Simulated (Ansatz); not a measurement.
Born–Oppenheimer molecular dynamics of a periodic cell of 28 atoms, LiCrSnO4 (host LiCrSnO4, host structure Imma). It starts from an unrelaxed structure (largest force component 0.68 eV/Å).

The calculation used DFT PBEsol, scalar-relativistic, plane waves, PAW (Ansatz 0.2.0). Settings: accuracy low, cutoff 420 eV, k mesh 2x2x1, fermi-dirac smearing 0.05 eV, spin collinear.

| Quantity | Value |
| --- | --- |
| ensemble | NVE (velocity Verlet) |
| time step | 1 fs |
| steps asked | 220 |
| starting velocities drawn for | 1400 K |
| seed | 22078 |

First frame:

```xyz
28
Lattice="6.0557 0.0000 0.0000 0.0000 6.3456 0.0000 0.0000 0.0000 8.7033" Properties=species:S:1:pos:R:3
Li 3.028 1.586 1.102
Li 0.000 1.586 3.250
Cr 1.514 1.586 6.527
Cr 1.514 4.759 2.176
Sn 0.000 0.000 0.000
Sn 0.000 3.173 0.000
O 0.000 0.204 6.611
O 3.028 6.141 2.259
O 0.000 3.377 2.092
O 3.028 2.969 6.444
O 1.417 1.586 8.591
O 1.611 4.759 4.239
O 1.611 1.586 4.464
O 1.417 4.759 0.112
Li 0.000 4.759 5.454
Li 3.028 4.759 7.601
Cr 4.542 4.759 2.176
Cr 4.542 1.586 6.527
Sn 3.028 3.173 4.352
Sn 3.028 0.000 4.352
O 3.028 3.377 2.259
O 0.000 2.969 6.611
O 3.028 0.204 6.444
O 0.000 6.141 2.092
O 4.444 4.759 4.239
O 4.639 1.586 8.591
O 4.639 4.759 0.112
O 4.444 1.586 4.464
```

(1) What does the run give?

(2) What happens to the structure?

(3) How do temperature and energy run in time?

## Answers

(1) All steps were run.

| Item | Value |
| --- | --- |
| steps done | 220 |
| time covered | 220 fs |
| mean temperature over the second half | 719 K |
| spread of the potential energy over the second half | 10.1 meV per atom |
| mean potential energy of the second half above the start | 85.1 meV per atom |

The conserved energy stayed within 0.18 meV per atom of its start (net change 0.12 meV per atom), so the integration is sound. Over the second half the temperature averaged 0.51 of the 1400 K drawn at the start: a run that starts near a minimum puts about half its kinetic energy into the potential. A run of 0.22 ps of so small a system gives no equilibrium averages. No Hubbard correction was used and the magnetic state wasn't searched. Limits of this set-up: coarse k mesh, low accuracy level.

(2) Mean squared displacements from the first frame to the last, about the centre of mass: Li 0.27 Å², Cr 0.02 Å², Sn 0.02 Å², O 0.03 Å². This is one draw of velocities; another would differ in detail.

(3) 
```
time (fs)  T (K)  potential energy less start (eV)  conserved less start (meV/atom)
        0   1400                             0.000                             0.00
        7   1132                             0.937                             0.06
       14    656                             2.601                             0.15
       21    441                             3.350                             0.17
       28    591                             2.825                             0.11
       35    789                             2.134                             0.06
       42    759                             2.239                             0.08
       49    602                             2.790                             0.12
       56    517                             3.085                             0.11
       63    506                             3.124                             0.12
       70    600                             2.794                             0.10
       77    698                             2.454                             0.09
       84    732                             2.333                             0.10
       91    754                             2.256                             0.11
       98    822                             2.019                             0.10
      105    866                             1.866                             0.09
      112    794                             2.119                             0.11
      119    707                             2.422                             0.12
      126    687                             2.492                             0.11
      133    687                             2.491                             0.12
      140    750                             2.273                             0.13
      147    883                             1.807                             0.08
      154    853                             1.911                             0.08
      161    676                             2.530                             0.14
      168    616                             2.740                             0.14
      175    711                             2.410                             0.12
      182    802                             2.091                             0.10
      189    774                             2.187                             0.11
      196    664                             2.573                             0.13
      203    593                             2.820                             0.14
      210    629                             2.694                             0.13
      217    685                             2.498                             0.11
```

Run time: 25 min on 2 threads of Intel(R) Xeon(R) 6975P-C (Granite Rapids) (shared host), peak memory 1.2 GiB.
